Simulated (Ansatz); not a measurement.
**Ge₅H₁₀: small, medium and large basis sets**

How large a basis does Ge₅H₁₀ need? Two functionals are run in growing sets.

The runs use Ansatz 0.2.0, Gaussian basis; one geometry, several basis sets.

The runs, in order: PBE0-D4/def2-SVP; ωB97M-V/def2-SVP; PBE0-D4/def2-QZVPP; ωB97M-V/def2-QZVPP; the functionals' def2-TZVPP values are taken from earlier runs.

### 1 The relaxed structure

The geometry comes from an earlier relaxation with PBE0-D4 in a triple-zeta def2 set; it is a stationary point, not always the lowest conformer.

15 atoms, charge 0, spin multiplicity 1.

Atoms are counted from 1 here; the program's logs count them from 0.

Bond lengths: Ge1–Ge2 2.436 Å, Ge1–Ge5 2.431 Å, Ge1–H6 1.540 Å, Ge1–H7 1.539 Å, Ge2–Ge3 2.440 Å, Ge2–H8 1.540 Å, Ge2–H9 1.539 Å, Ge3–Ge4 2.435 Å, Ge3–H10 1.539 Å, Ge3–H11 1.540 Å, Ge4–Ge5 2.430 Å, Ge4–H12 1.539 Å, Ge4–H13 1.540 Å, Ge5–H14 1.538 Å, Ge5–H15 1.540 Å. Angles: Ge2–Ge1–Ge5 105.0°, Ge2–Ge1–H6 109.5°, Ge2–Ge1–H7 112.0°, Ge5–Ge1–H6 109.1°, Ge5–Ge1–H7 112.7°, H6–Ge1–H7 108.4°, Ge1–Ge2–Ge3 106.5°, Ge1–Ge2–H8 110.0°, Ge1–Ge2–H9 111.1°, Ge3–Ge2–H8 109.9°, Ge3–Ge2–H9 111.1°, H8–Ge2–H9 108.2°, Ge2–Ge3–Ge4 106.3°, Ge2–Ge3–H10 111.3°, Ge2–Ge3–H11 109.7°, Ge4–Ge3–H10 111.5°, Ge4–Ge3–H11 109.7°, H10–Ge3–H11 108.3° and more.

Coordinates:

```xyz
15

Ge   -1.73353    0.93395    0.54009
Ge   -0.31348   -0.42687    1.97819
Ge    1.64818   -1.02159    0.65387
Ge    1.39056    0.10169   -1.49086
Ge   -1.00636    0.42818   -1.72359
H    -1.47943    2.42498    0.83096
H    -3.22777    0.64235    0.76258
H    -1.06322   -1.70178    2.40571
H     0.08941    0.34389    3.24793
H     2.94906   -0.60035    1.35993
H     1.68635   -2.54603    0.44046
H     1.99869   -0.70886   -2.64856
H     2.08490    1.47563   -1.43840
H    -1.36345    1.54002   -2.72514
H    -1.65992   -0.88521   -2.19318
```

### 2 PBE0-D4 in def2-SVP

The input, in.yaml:

```yaml
crystal:
  periodic: [false, false, false]
  atoms:
    - {symbol: Ge, position_ang: [-1.733533, 0.933952, 0.540094]}
    - {symbol: Ge, position_ang: [-0.313479, -0.426873, 1.978185]}
    - {symbol: Ge, position_ang: [1.648180, -1.021590, 0.653869]}
    - {symbol: Ge, position_ang: [1.390561, 0.101691, -1.490862]}
    - {symbol: Ge, position_ang: [-1.006357, 0.428185, -1.723595]}
    - {symbol: H, position_ang: [-1.479429, 2.424984, 0.830958]}
    - {symbol: H, position_ang: [-3.227766, 0.642346, 0.762585]}
    - {symbol: H, position_ang: [-1.063220, -1.701783, 2.405711]}
    - {symbol: H, position_ang: [0.089415, 0.343886, 3.247930]}
    - {symbol: H, position_ang: [2.949056, -0.600345, 1.359930]}
    - {symbol: H, position_ang: [1.686350, -2.546027, 0.440462]}
    - {symbol: H, position_ang: [1.998690, -0.708859, -2.648557]}
    - {symbol: H, position_ang: [2.084898, 1.475632, -1.438398]}
    - {symbol: H, position_ang: [-1.363451, 1.540016, -2.725136]}
    - {symbol: H, position_ang: [-1.659924, -0.885213, -2.193175]}
basis:
  gaussian: {orbitals: def2-SVP}
hamiltonian: {xc: pbe0, dispersion: d4}
output: {orbitals: {seedname: orbitals}}
```

Further steps of the session: ωB97M-V in def2-SVP; PBE0-D4 in def2-QZVPP; ωB97M-V in def2-QZVPP.

Before running them: what should the planned runs give, taken together? Wanted: PBE0-D4: double and triple zeta above quadruple; ωB97M-V: double and triple zeta above quadruple.

**Answer**, as computed:

| quantity | value |
| --- | --- |
| PBE0-D4: double and triple zeta above quadruple | 41.75, 6.09 eV |
| ωB97M-V: double and triple zeta above quadruple | 41.53, 5.94 eV |

PBE0-D4 gains 35.65 eV from double to triple zeta, then 6.09 eV more. These are total energies; as a rule much of such shifts cancels in differences, which this series doesn't test.
